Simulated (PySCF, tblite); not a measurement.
# C₇H₉ClGeO: geometry, infrared bands and NMR shifts

Aim: predict the infrared bands and NMR shifts of C₇H₉ClGeO (`Cc1ccc([O][GeH3])c(Cl)c1`).

The runs use tblite 0.8.0 and PySCF 2.14.0, with density-fitted response routines of our own; the level of theory stands in each step. All values are computed, except where a source is named. Atoms count from 0, in the outputs and in this text.

## Step 1: The starting structure

19 atoms, charge 0, multiplicity 1; geometry from: force field or distance geometry start.

Bonds of the start (Å): C0–C1 1.48, C1–C2 1.37, C2–C3 1.37, C3–C4 1.41, C4–O5 1.37, O5–Ge6 1.80, C4–C7 1.36, C7–Cl8 1.75, C7–C9 1.41, C9–C1 1.38, C0–H10 1.12, C0–H11 1.12, C0–H12 1.11, C2–H13 1.10, C3–H14 1.10, Ge6–H15 1.55, Ge6–H16 1.55, Ge6–H17 1.57, C9–H18 1.09.

## Step 2: Relaxing the molecule with GFN2-xTB

The job: settings as JSON, then the geometry in Å.

```
{"job": {"kind": "relax", "xc": "GFN2-xTB", "basis": "xTB"}, "charge": 0, "multiplicity": 1}
C     -3.206600    -0.520500     0.230600
C     -1.780400    -0.164300     0.093400
C     -1.447600     1.133500    -0.183200
C     -0.142300     1.529100    -0.326300
C      0.916400     0.619100    -0.158600
O      2.174700     1.124900    -0.323400
Ge     3.616800     0.068600    -0.153200
C      0.585000    -0.667700     0.125900
Cl     1.781600    -1.926700     0.343800
C     -0.761100    -1.072200     0.261100
H     -3.848500     0.381600     0.419400
H     -3.546200    -0.979400    -0.738100
H     -3.292600    -1.229600     1.086600
H     -2.255000     1.869300    -0.314800
H      0.099700     2.575100    -0.547100
H      3.526400    -1.042000    -1.226500
H      3.640600    -0.509500     1.286100
H      4.900800     0.939600    -0.377400
H     -0.971400    -2.119700     0.494300
```

On the command line:

```sh
OMP_NUM_THREADS=1 python probes_run.py task.json out
```

This one command runs all jobs of the session in turn.

**Question.** This job is followed by: GFN2-xTB harmonic vibrations, gas phase; GIAO PBE0/pcSseg-1 NMR shielding, non-relativistic, gas phase. Predict these results of the whole session: strongest single infrared mode (GFN2-xTB); zero-point energy (GFN2-xTB); 13C shifts against TMS (PBE0/pcSseg-1); 1H shifts against TMS (PBE0/pcSseg-1, means over atoms taken as alike); 17O shifts against H2O (PBE0/pcSseg-1); 73Ge shifts against GeMe4 (PBE0/pcSseg-1); 35Cl shifts against HCl (PBE0/pcSseg-1).

As calculated:

```
                                                              quantity                                               value
                             strongest single infrared mode (GFN2-xTB)                               2041 cm⁻¹, 480 km/mol
                                          zero-point energy (GFN2-xTB)                                       82.4 kcal/mol
                                13C shifts against TMS (PBE0/pcSseg-1)  156.7, 134.6, 134.6, 134.1, 130.5, 125.9, 22.9 ppm
1H shifts against TMS (PBE0/pcSseg-1, means over atoms taken as alike)                    7.27, 7.20, 7.20, 5.64, 2.37 ppm
                                17O shifts against H2O (PBE0/pcSseg-1)                                            92.7 ppm
                             73Ge shifts against GeMe4 (PBE0/pcSseg-1)                                             -77 ppm
                               35Cl shifts against HCl (PBE0/pcSseg-1)                                             171 ppm
```

In words: The optimisation took 42 steps and gained 0.613 eV; among the close pairs (by a distance rule), Ge6–H17 changed most, from 1.568 to 1.497 Å. The lowest mode is slightly imaginary (18i cm⁻¹), a soft motion within the noise of the Hessian, so the minimum is not strictly shown. The strongest single mode, at 2041 cm⁻¹, moves mainly H17. GFN2-xTB is a fitted tight-binding method: band positions and strengths are rough. Its intensities can rank the bands wrongly. NICS(1)zz of -24 ppm above the planar ring from C1 marks a diatropic (aromatic) ring current. Spin-orbit coupling is left out, which matters for shieldings and couplings at and beside the heavy atoms.
